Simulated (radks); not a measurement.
# Valence configurations of Er⁺

NIST gives [Xe] 4f12 6s1 as the ground configuration of Er⁺. Does this level of theory agree? Several fillings of the valence shells are run.

The numbers are computed with radks (a radial shooting solver on a logarithmic mesh, Libxc functionals) version 1 (Dirac Kohn-Sham, BLYP, spin-unpolarised, spherical densities, finite nucleus; open shells fill j = l - 1/2 first), except any that are marked as measured or tabulated.

**1. Starting point**

| Item | Value |
| --- | --- |
| element | erbium (Z = 68) |
| charge | +1 |
| electrons | 67 |
| configuration | [Xe] 4f12 6s1 |
| nuclear rms radius | 5.2516 fm |
| others tried | 4f11 6s2; 4f13; 4f11 6s1 6p1; 4f12 5d1; 4f11.5 5d1 6s0.5; 4f10 6s2 6p1; 4f11 5d1 6s1; 4f11 6p2; 4f11 5d1 6p1 |

**2. [Xe] 4f12 6s1**

The run's settings:

```text
Z 68
configuration [Xe] 4f12 6s1
relativity Dirac
functional b88,lyp
spin unpolarised
j_filling energy
nucleus finite rms 5.2516 fm
c 137.035999084
```

**3. [Xe] 4f11 6s2**

Input: that of step 2 with these lines changed.

```diff
@@ -1,3 +1,3 @@
 Z 68
-configuration [Xe] 4f12 6s1
+configuration [Xe] 4f11 6s2
 relativity Dirac
```

**4. [Xe] 4f13**

Input: that of step 3 with these lines changed.

```diff
@@ -1,3 +1,3 @@
 Z 68
-configuration [Xe] 4f11 6s2
+configuration [Xe] 4f13
 relativity Dirac
```

**5. [Xe] 4f11 6s1 6p1**

Input: that of step 4 with these lines changed.

```diff
@@ -1,3 +1,3 @@
 Z 68
-configuration [Xe] 4f13
+configuration [Xe] 4f11 6s1 6p1
 relativity Dirac
```

**6. [Xe] 4f12 5d1**

Input: that of step 5 with these lines changed.

```diff
@@ -1,3 +1,3 @@
 Z 68
-configuration [Xe] 4f11 6s1 6p1
+configuration [Xe] 4f12 5d1
 relativity Dirac
```

**7. [Xe] 4f11.5 5d1 6s0.5**

Input: that of step 6 with these lines changed.

```diff
@@ -1,3 +1,3 @@
 Z 68
-configuration [Xe] 4f12 5d1
+configuration [Xe] 4f11.5 5d1 6s0.5
 relativity Dirac
```

**8. [Xe] 4f10 6s2 6p1**

Input: that of step 7 with these lines changed.

```diff
@@ -1,3 +1,3 @@
 Z 68
-configuration [Xe] 4f11.5 5d1 6s0.5
+configuration [Xe] 4f10 6s2 6p1
 relativity Dirac
```

**9. [Xe] 4f11 5d1 6s1**

Input: that of step 8 with these lines changed.

```diff
@@ -1,3 +1,3 @@
 Z 68
-configuration [Xe] 4f10 6s2 6p1
+configuration [Xe] 4f11 5d1 6s1
 relativity Dirac
```

**10. [Xe] 4f11 6p2**

Input: that of step 9 with these lines changed.

```diff
@@ -1,3 +1,3 @@
 Z 68
-configuration [Xe] 4f11 5d1 6s1
+configuration [Xe] 4f11 6p2
 relativity Dirac
```

**11. [Xe] 4f11 5d1 6p1**

Input: that of step 10 with these lines changed.

```diff
@@ -1,3 +1,3 @@
 Z 68
-configuration [Xe] 4f11 6p2
+configuration [Xe] 4f11 5d1 6p1
 relativity Dirac
```

What does the calculation give? Wanted: for each run, valence; E − E(NIST configuration); highest level; its energy; 1s shift.

As calculated:

```csv
valence,E − E(NIST configuration) (eV),highest level,its energy (eV),1s shift (eV)
4f12 6s1,0.000,4f7/2,-9.006,+0.00
4f12 5d1,2.478,5d3/2,-5.849,+1.44
4f13,2.600,4f7/2,-3.299,+5.77
4f11.5 5d1 6s0.5,2.675,5d3/2,-6.940,-2.19
4f11 6s2,3.197,6s1/2,-10.601,-8.61
4f11 5d1 6s1,4.465,5d3/2,-8.209,-6.39
4f11 6s1 6p1,7.088,6p1/2,-7.288,-9.79
4f11 5d1 6p1,8.096,6p1/2,-6.745,-7.54
4f11 6p2,11.098,6p1/2,-7.767,-10.91
4f10 6s2 6p1,18.560,6p1/2,-8.199,-20.06
```

What this shows: The NIST configuration is the lowest of those tried, 2.478 eV under 4f12 5d1. The energies are those of spherical spin-averaged densities, not of single terms. The 1s eigenvalue shifts by up to 20.06 eV as the valence charge is rearranged.
